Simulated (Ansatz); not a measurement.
**CH4ClGeO radical: how energies converge with the basis set**

The task here is to estimate one member of a computed series from the others.

Method: one geometry, several basis sets; program: Ansatz 0.2.0, Gaussian basis.

The runs, in order: PBE0-D4/def2-SVP; ωB97M-V/def2-SVP; PBE0-D4/def2-QZVPP; ωB97M-V/def2-QZVPP; the functionals' def2-TZVPP values are taken from earlier runs.

## Structure used throughout

All runs share one geometry, relaxed beforehand with PBE0-D4 in a triple-zeta def2 set.

SMILES `[CH3][Ge]([OH])[Cl]`, 8 atoms, charge 0, spin multiplicity 2.

Atoms are counted from 1 here; the program's logs count them from 0.

Bond lengths: C1–Ge2 1.959 Å, C1–H5 1.090 Å, C1–H6 1.091 Å, C1–H7 1.089 Å, Ge2–O3 1.780 Å, Ge2–Cl4 2.184 Å, O3–H8 0.961 Å. Angles: Ge2–C1–H5 109.2°, Ge2–C1–H6 107.2°, Ge2–C1–H7 109.9°, H5–C1–H6 110.0°, H5–C1–H7 110.2°, H6–C1–H7 110.3°, C1–Ge2–O3 104.8°, C1–Ge2–Cl4 109.0°, O3–Ge2–Cl4 106.9°, Ge2–O3–H8 113.2°.

Geometry (Å):

```tsv
atom	x (Å)	y (Å)	z (Å)
C1	0.07004	1.23508	-0.04594
Ge2	-0.66150	-0.55351	0.27273
O3	0.71462	-1.50457	0.87999
Cl4	-1.24706	-1.43212	-1.63937
H5	0.41948	1.65237	0.89812
H6	0.90687	1.12264	-0.73762
H7	-0.69483	1.87624	-0.48085
H8	0.58458	-2.45323	0.79714
```

Set-up of the first run:

The input, in.yaml:

```yaml
crystal:
  periodic: [false, false, false]
  atoms:
    - {symbol: C, position_ang: [0.070041, 1.235080, -0.045938]}
    - {symbol: Ge, position_ang: [-0.661503, -0.553515, 0.272732]}
    - {symbol: O, position_ang: [0.714624, -1.504574, 0.879986]}
    - {symbol: Cl, position_ang: [-1.247058, -1.432118, -1.639370]}
    - {symbol: H, position_ang: [0.419478, 1.652375, 0.898117]}
    - {symbol: H, position_ang: [0.906871, 1.122640, -0.737615]}
    - {symbol: H, position_ang: [-0.694828, 1.876244, -0.480852]}
    - {symbol: H, position_ang: [0.584576, -2.453234, 0.797141]}
basis:
  gaussian: {orbitals: def2-SVP}
magnetization: {spin_polarized: true, initial_magnetization: 1}
hamiltonian: {xc: pbe0, dispersion: d4}
output: {orbitals: {seedname: orbitals}}
```

Steps of the session up to this table: PBE0-D4 in def2-SVP; ωB97M-V in def2-SVP; PBE0-D4 in def2-QZVPP; ωB97M-V in def2-QZVPP.

One table of the session follows, with a row left open; its other results are not shown here.

It belongs to the step «Density functionals: the series». 

| functional | basis | HOMO (eV) | LUMO (eV) |
| --- | --- | --- | --- |
| PBE0-D4 | def2-SVP | ? | ? |
| PBE0-D4 | def2-TZVPP | -6.33 | -3.07 |
| PBE0-D4 | def2-QZVPP | -6.38 | -3.14 |
| ωB97M-V | def2-SVP | -8.16 | -1.09 |
| ωB97M-V | def2-TZVPP | -8.32 | -1.27 |
| ωB97M-V | def2-QZVPP | -8.38 | -1.40 |

Estimate the missing values for PBE0-D4, def2-SVP.

As computed: HOMO (eV): -6.18; LUMO (eV): -2.95. In the column «HOMO (eV)» it is the highest.
